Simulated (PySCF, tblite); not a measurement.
# C3H13PSi2: geometry, infrared bands and NMR shifts

Wanted: the infrared bands and NMR shifts of C3H13PSi2 (`C[Si](C)(C)P[SiH3]`), by calculation.

Programs: tblite 0.8.0 and PySCF 2.14.0, with density-fitted response routines of our own. Each step states its level of theory. These are calculated values for one molecule in the gas phase, unless marked as measured. Atoms are numbered from 0 throughout.

### 1 Starting geometry

19 atoms, charge 0, multiplicity 1; geometry from: force field or distance geometry start.

Bonds of the start (Å): C0–Si1 1.87, Si1–C2 1.85, Si1–C3 1.86, Si1–P4 2.23, P4–Si5 2.20, C0–H6 1.09, C0–H7 1.10, C0–H8 1.10, C2–H9 1.09, C2–H10 1.09, C2–H11 1.11, C3–H12 1.10, C3–H13 1.10, C3–H14 1.09, P4–H15 1.41, Si5–H16 1.49, Si5–H17 1.49, Si5–H18 1.49.

### 2 Relaxing the molecule with GFN2-xTB

What the job is given:

```
{"job": {"kind": "relax", "xc": "GFN2-xTB", "basis": "xTB"}, "charge": 0, "multiplicity": 1}
C     -0.862700    -0.842700     1.394400
Si    -0.548800     0.020000    -0.231500
C     -1.815200    -0.520500    -1.474300
C     -0.579500     1.872200    -0.043500
P      1.425100    -0.615400    -1.046700
Si     2.758800    -0.030900     0.597200
H     -0.736600    -1.919300     1.302800
H     -0.202600    -0.475000     2.191800
H     -1.894900    -0.662400     1.724500
H     -1.651400    -0.041400    -2.442200
H     -1.809500    -1.603300    -1.623500
H     -2.832300    -0.241100    -1.142000
H     -1.579600     2.203500     0.279600
H      0.135200     2.207000     0.720900
H     -0.336400     2.372000    -0.975700
H      1.336800    -1.993500    -0.754400
H      2.754800     1.449100     0.745300
H      4.134600    -0.508500     0.296400
H      2.294300    -0.660400     1.861700
```

Started as:

```console
OMP_NUM_THREADS=1 python probes_run.py task.json out
```

The driver reads the jobs from task.json and runs them one after another.

**Question.** This job is followed by: GFN2-xTB harmonic vibrations, gas phase; GIAO PBE0/pcSseg-1 NMR shielding, non-relativistic, gas phase. Predict these results of the whole session: strongest single infrared mode (GFN2-xTB); zero-point energy (GFN2-xTB); 13C shifts against TMS (PBE0/pcSseg-1, means over atoms taken as alike); 1H shifts against TMS (PBE0/pcSseg-1, means over atoms taken as alike); 29Si shifts against TMS (PBE0/pcSseg-1); 31P shifts against H3PO4 (PBE0/pcSseg-1).

The runs gave:

| quantity | value |
| --- | --- |
| strongest single infrared mode (GFN2-xTB) | 761 cm⁻¹, 453 km/mol |
| zero-point energy (GFN2-xTB) | 90.5 kcal/mol |
| 13C shifts against TMS (PBE0/pcSseg-1, means over atoms taken as alike) | 2.1 ppm |
| 1H shifts against TMS (PBE0/pcSseg-1, means over atoms taken as alike) | 4.06, 0.23, 0.22 ppm |
| 29Si shifts against TMS (PBE0/pcSseg-1) | 6.0, -86.6 ppm |
| 31P shifts against H3PO4 (PBE0/pcSseg-1) | -308.9 ppm |

In words: Over 58 steps the energy fell by 0.176 eV; of the close pairs, Si1–C2 changed most, 1.855 to 1.910 Å. The lowest mode is slightly imaginary (3i cm⁻¹), a soft motion within the noise of the Hessian, so the minimum is not strictly shown. The strongest single mode, at 761 cm⁻¹, is carried by H16, H17, H18. Unscaled tight-binding wavenumbers are off by several per cent, some by more. Its intensities can rank the bands wrongly. At PBE0/pcSseg-1: The widest tensor belongs to P4: span 150 ppm, with a paramagnetic part of -344 ppm.
